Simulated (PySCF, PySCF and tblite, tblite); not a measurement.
# C₄H₅GeN₃: a path driven as a shift of bonds, and NMR exchange, part 2 of 2

PySCF and tblite. Atoms count from 0. The steps go on from the part before.

## Step 9: Shieldings, start: B3LYP/pcSseg-1

What the job is given:

```
{"job": {"kind": "nmr", "xc": "B3LYP", "basis": "pcSseg-1", "pop": false}, "charge": 0, "multiplicity": 1}
N     -3.625400     1.921987    -0.258352
C     -2.671549     1.261028    -0.205475
C     -1.510471     0.444405    -0.141101
C     -1.422253    -0.976697    -0.249292
N     -0.169961    -1.383744    -0.138733
N      0.573785    -0.263257     0.040173
Ge     2.441867    -0.481423     0.243777
C     -0.192653     0.856510     0.045035
H     -2.234208    -1.686378    -0.402060
H      2.970001     0.951646     0.409859
H      2.658496    -1.339699     1.494526
H      2.954756    -1.156919    -1.032020
H      0.223200     1.853027     0.175936
```

The log of the run:

```text
coarse grid: 55856 points
cycle   1  E = -2396.3601010501  dE =  6.062e-01  |g| = 1.014e+00  |ddm| = 3.844e+00
cycle   2  E = -2396.1427335265  dE =  2.174e-01  |g| = 1.395e+00  |ddm| = 1.975e+00
cycle   3  E = -2396.4020337753  dE = -2.593e-01  |g| = 5.304e-01  |ddm| = 1.600e+00
cycle   4  E = -2396.4603256214  dE = -5.829e-02  |g| = 8.999e-02  |ddm| = 4.394e-01
cycle   5  E = -2396.4611027079  dE = -7.771e-04  |g| = 4.823e-02  |ddm| = 1.090e-01
cycle   6  E = -2396.4616176077  dE = -5.149e-04  |g| = 8.740e-03  |ddm| = 4.146e-02
cycle   7  E = -2396.4616317652  dE = -1.416e-05  |g| = 2.374e-03  |ddm| = 8.389e-03
cycle   8  E = -2396.4616327210  dE = -9.557e-07  |g| = 1.189e-03  |ddm| = 3.013e-03
final grid: 117712 points
cycle   9  E = -2396.4616041356  dE =  1.066e-06  |g| = 2.466e-03  |ddm| = 3.804e-03
cycle  10  E = -2396.4615990874  dE =  5.048e-06  |g| = 5.294e-03  |ddm| = 7.241e-03
cycle  11  E = -2396.4616055349  dE = -6.447e-06  |g| = 2.623e-04  |ddm| = 4.930e-03
cycle  12  E = -2396.4616055508  dE = -1.597e-08  |g| = 5.718e-05  |ddm| = 2.465e-04
cycle  13  E = -2396.4616055515  dE = -6.357e-10  |g| = 1.511e-05  |ddm| = 5.422e-05
converged SCF energy = -2396.4616055515

GIAO shielding tensors (ppm)
atom      isotropic    diamagn.    paramagn.     s11        s22        s33       span
  0 N      -64.198     341.907    -406.105   -241.395   -178.897    227.697    469.091
  1 C       62.320     256.637    -194.317    -54.459    -50.631    292.050    346.509
  2 C       77.885     262.545    -184.660     10.003     78.068    145.585    135.582
  3 C       25.982     246.574    -220.592    -63.746     24.251    117.441    181.187
  4 N     -105.369     323.370    -428.739   -346.628   -122.842    153.364    499.992
  5 N       19.128     332.518    -313.390    -80.320     14.526    123.177    203.497
  6 Ge    1442.105    2754.239   -1312.134   1367.407   1385.413   1573.494    206.087
  7 C       30.698     249.797    -219.098    -56.067     24.819    123.343    179.410
  8 H       23.507      29.481      -5.974     21.221     23.310     25.991      4.770
  9 H       26.212      27.984      -1.772     19.271     23.028     36.338     17.067
 10 H       26.016      27.239      -1.222     19.798     21.726     36.525     16.727
 11 H       26.012      27.230      -1.219     19.777     21.734     36.523     16.745
 12 H       23.615      32.472      -8.857     20.738     22.738     27.369      6.632
```

Wall time 25 s (1 thread of Arm Neoverse V1, shared host); peak memory 0.9 GiB.

This run: HOMO -7.39 eV, LUMO -0.95 eV; dipole 5.81 D.

## Step 10: Shieldings, saddle of leg 1: B3LYP/pcSseg-1

What the job is given:

```
{"job": {"kind": "nmr", "xc": "B3LYP", "basis": "pcSseg-1", "pop": false}, "charge": 0, "multiplicity": 1}
N     -3.715631     1.511712    -0.869998
C     -2.696333     1.068549    -0.533284
C     -1.445117     0.526108    -0.129526
C     -1.041211    -0.825234    -0.177490
N      0.166417    -0.929210     0.383722
N      0.589945     0.328585     0.763713
Ge     2.252275    -0.785513     0.089529
C     -0.353600     1.216626     0.439203
H     -1.577711    -1.688495    -0.566689
H      3.037099     0.461297    -0.381698
H      2.750153    -1.354570     1.418180
H      2.274066    -1.811652    -1.067695
H     -0.240353     2.281796     0.632034
```

The log of the run:

```text
coarse grid: 55856 points
cycle   1  E = -2396.3250745708  dE =  6.086e-01  |g| = 1.013e+00  |ddm| = 3.825e+00
cycle   2  E = -2396.1240919831  dE =  2.010e-01  |g| = 1.371e+00  |ddm| = 1.808e+00
cycle   3  E = -2396.3647394477  dE = -2.406e-01  |g| = 5.261e-01  |ddm| = 1.502e+00
cycle   4  E = -2396.4220149196  dE = -5.728e-02  |g| = 8.601e-02  |ddm| = 4.189e-01
cycle   5  E = -2396.4229058073  dE = -8.909e-04  |g| = 3.537e-02  |ddm| = 1.114e-01
cycle   6  E = -2396.4231780104  dE = -2.722e-04  |g| = 1.161e-02  |ddm| = 3.933e-02
cycle   7  E = -2396.4232056321  dE = -2.762e-05  |g| = 2.014e-03  |ddm| = 9.524e-03
cycle   8  E = -2396.4232064480  dE = -8.160e-07  |g| = 5.677e-04  |ddm| = 2.021e-03
final grid: 117712 points
cycle   9  E = -2396.4231775083  dE =  6.152e-08  |g| = 8.485e-04  |ddm| = 1.817e-03
cycle  10  E = -2396.4231771609  dE =  3.474e-07  |g| = 1.539e-03  |ddm| = 1.792e-03
cycle  11  E = -2396.4231776361  dE = -4.752e-07  |g| = 3.627e-04  |ddm| = 1.296e-03
cycle  12  E = -2396.4231776661  dE = -2.994e-08  |g| = 2.794e-05  |ddm| = 3.084e-04
cycle  13  E = -2396.4231776662  dE = -1.373e-10  |g| = 1.058e-05  |ddm| = 2.432e-05
converged SCF energy = -2396.4231776662

GIAO shielding tensors (ppm)
atom      isotropic    diamagn.    paramagn.     s11        s22        s33       span
  0 N      -69.554     341.592    -411.146   -243.657   -186.748    221.743    465.400
  1 C       62.676     256.485    -193.810    -54.086    -50.493    292.606    346.692
  2 C       71.804     262.576    -190.771     -6.183     70.508    151.088    157.271
  3 C       27.236     248.264    -221.028    -55.213     14.657    122.263    177.476
  4 N      -53.259     327.583    -380.842   -209.999   -116.683    166.906    376.905
  5 N      -53.472     327.584    -381.056   -210.435   -116.776    166.795    377.229
  6 Ge    1431.016    2751.487   -1320.471   1298.204   1400.548   1594.295    296.090
  7 C       27.291     248.249    -220.959    -55.125     14.692    122.304    177.429
  8 H       23.439      31.019      -7.580     21.023     23.398     25.896      4.873
  9 H       25.599      26.788      -1.189     18.024     22.693     36.080     18.057
 10 H       25.399      26.921      -1.522     20.049     21.027     35.121     15.073
 11 H       25.601      26.788      -1.188     18.033     22.685     36.085     18.052
 12 H       23.440      31.014      -7.574     21.023     23.403     25.894      4.870
```

Run time: 26 s. Hardware: 1 thread of Arm Neoverse V1, shared host; peak memory 0.91 GiB.

This run: HOMO -7.66 eV, LUMO -1.53 eV; dipole 4.59 D.

## Step 11: The path in numbers

What the job is given:

```
{"job": {"smiles": "N#Cc1cn[n]([GeH3])c1", "charge": 0, "mult": 1, "motion": "shift", "what": "1,2-shift in an azole", "atoms": [6, 5, 4], "drives": [{"terms": [["d", [6, 5], 1], ["d", [6, 4], -1]], "neg": true, "n": 14}], "study": "path", "level": {"kind": "nmr", "xc": "B3LYP", "basis": "pcSseg-1"}, "fields": [270, 800, 900], "first": 1, "seed": 215, "refine": {"xc": "B3LYP", "basis": "def2-SVP"}, "kind": "path"}, "charge": 0, "multiplicity": 1}
N     -3.661640     1.792570    -0.279091
C     -2.683751     1.196807    -0.214153
C     -1.495923     0.459061    -0.136576
C     -1.344036    -0.944001    -0.233240
N     -0.081530    -1.273369    -0.114310
N      0.610536    -0.134492     0.058269
Ge     2.411691    -0.504394     0.236321
C     -0.206272     0.929371     0.050409
H     -2.106792    -1.682771    -0.381543
H      3.092977     0.813851     0.414102
H      2.508626    -1.383947     1.432256
H      2.789149    -1.197702    -1.024595
H      0.162578     1.929500     0.174424
```

The log of the run:

```text
stationary points (kcal/mol above the start)
  n  kind          group   xTB      DFT    lowest mode
  0  minimum      Cs       0.00     0.00      48.5
  1  saddle       Cs      10.70    24.07    -226.1
  2  minimum      Cs       0.00     0.00      46.9

GFN2-xTB energies: T/K, barrier G, reaction G (kcal/mol), k forward, k back (1/s)
 150.00    10.31    -0.00    0.00594     0.0059
 200.00    10.43    -0.00       33.5       33.3
 250.00    10.56    -0.00   6.12e+03   6.07e+03
 298.15    10.70    -0.01   1.79e+05   1.78e+05
 350.00    10.85    -0.01   2.44e+06   2.42e+06
 400.00    11.01    -0.01    1.6e+07   1.59e+07
 500.00    11.35    -0.01   2.28e+08   2.26e+08

B3LYP-D3(BJ)/def2-SVP energies: T/K, barrier G, reaction G (kcal/mol), k forward, k back (1/s)
 150.00    23.31    -0.00   6.85e-22   6.81e-22
 200.00    23.43    -0.00    2.1e-13   2.08e-13
 250.00    23.56    -0.00   2.65e-08   2.63e-08
 298.15    23.69    -0.01   5.32e-05   5.28e-05
 350.00    23.85    -0.01     0.0187     0.0185
 400.00    24.01    -0.01       1.27       1.26
 500.00    24.35    -0.01        475        471

B3LYP/pcSseg-1 + D3(BJ) energies: T/K, barrier G, reaction G (kcal/mol), k forward, k back (1/s)
 150.00    23.69    -0.00   1.93e-22   1.91e-22
 200.00    23.81    -0.00    8.1e-14   8.03e-14
 250.00    23.94    -0.00   1.24e-08   1.23e-08
 298.15    24.07    -0.01   2.81e-05   2.79e-05
 350.00    24.23    -0.01     0.0108     0.0107
 400.00    24.39    -0.01      0.789      0.782
 500.00    24.73    -0.01        325        322
```

Run time: 8.2 min. Hardware: 1 thread of Arm Neoverse V1, shared host; peak memory 0.91 GiB. This counts the whole study up to here.

Barriers by level (kcal/mol; entropies in cal/(mol K)). Zero-point and thermal terms come from xTB in every row. ΔG‡ leaves symmetry out; the rate counts equivalent paths (a factor of 2); effective ΔG‡, where given, is the barrier that would give that rate by Eyring's equation alone:

```csv
level,ΔE‡,with zero-point,ΔH‡,ΔS‡,ΔG‡ (298 K),ΔE of reaction,k at 298 K (1/s),effective ΔG‡
GFN2-xTB,10.70,10.07,9.55,-3.8,10.70,0.00,1.8e+05,10.29
B3LYP-D3(BJ)/def2-SVP,23.70,23.07,22.55,-3.8,23.69,0.00,5.3e-05,23.28
B3LYP/pcSseg-1 + D3(BJ),24.07,23.45,22.93,-3.8,24.07,0.00,2.8e-05,23.66
```

Sites that the driver pairs across this motion, and where their lines would merge (no couplings; faster rotations or exchange between molecules can average them sooner):

```csv
nucleus,sites: shielding (ppm),proton frequency (MHz),spread (Hz),coalescence (K),lines at 298 K
$^{15}$N,N4: -105.4; N5: 19.1,270,3408,575,2
$^{15}$N,N4: -105.4; N5: 19.1,800,10099,606,2
$^{15}$N,N4: -105.4; N5: 19.1,900,11361,610,2
$^{13}$C,C3: 26.0; C7: 30.7,270,320,517,2
$^{13}$C,C3: 26.0; C7: 30.7,800,949,542,2
$^{13}$C,C3: 26.0; C7: 30.7,900,1068,545,2
$^{1}$H,H8: 23.51; H12: 23.61,270,29,468,2
$^{1}$H,H8: 23.51; H12: 23.61,800,86,489,2
$^{1}$H,H8: 23.51; H12: 23.61,900,97,492,2
```

## Step 12: Summary of results

The summary covers parts 1 to 2.

| quantity | value |
| --- | --- |
| barrier (B3LYP/pcSseg-1 + D3(BJ)) | ΔE‡ 24.1, ΔG‡(298 K) 24.1 kcal/mol |
| barrier (GFN2-xTB) | ΔE‡ 10.7 kcal/mol |
| rate at 298 K | 2.8e-05 s⁻¹ |
| end of the path | the start, renumbered or mirrored |
| coalescence of $^{13}$C C3 | 545 K at 900 MHz |

What this shows: DFT puts the top 24.1 kcal/mol above the start (xTB: 10.7); the rate from the DFT barrier is 2.8e-05 s⁻¹ at 298 K. An error of 1.4 kcal/mol changes that rate tenfold. The $^{13}$C lines of C3 and its partners, 1068 Hz apart at 900 MHz, merge at 545 K, so by this path alone the exchange at 298 K is slow for them; other paths were not followed.
